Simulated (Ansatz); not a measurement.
# I2Na2: the cost of one run

Method: the levels named in each step, in Ansatz 0.2.0.

## Step 1: The structure to begin with

Bond lengths: I1–Na3 3.004 Å, I2–Na3 3.002 Å, I1–Na4 3.004 Å, I2–Na4 3.003 Å. Angles: I1–Na3–I2 98.1°, Na3–I1–Na4 81.8°, Na3–I2–Na4 81.9°, I1–Na4–I2 98.1°.

Coordinates:

```xyz
4

I     0.8713    1.5206    1.4415
I    -0.8714   -1.5206   -1.4414
Na   -1.7871    0.2936    0.7688
Na    1.7862   -0.2951   -0.7702
```

## Step 2: A rough first relaxation, PBE-D4/def2-SVP

File input.yaml:

```yaml
crystal:
  periodic: [false, false, false]
  atoms:
    - { symbol: I, position_ang: [0.87126, 1.52064, 1.44146] }
    - { symbol: I, position_ang: [-0.87139, -1.52062, -1.4414] }
    - { symbol: Na, position_ang: [-1.7871, 0.29358, 0.76875] }
    - { symbol: Na, position_ang: [1.78621, -0.29513, -0.77022] }
basis:
  gaussian: { orbitals: def2-SVP }
hamiltonian:
  xc: pbe
  dispersion: d4
relax:
  f_tol: 0.03
  max_steps: 200
```

Started as:

```console
$ ansatz run input.yaml --threads 2 --pin off --max-ram 5120MiB --backend cpu --events-out ev --progress --plain --runs-dir out
```

**Question.** How long does this run take on 2 threads of Arm Neoverse V2, shared host, and how much memory does it need?

About 8.5 s, with a peak of 0.14 GiB.
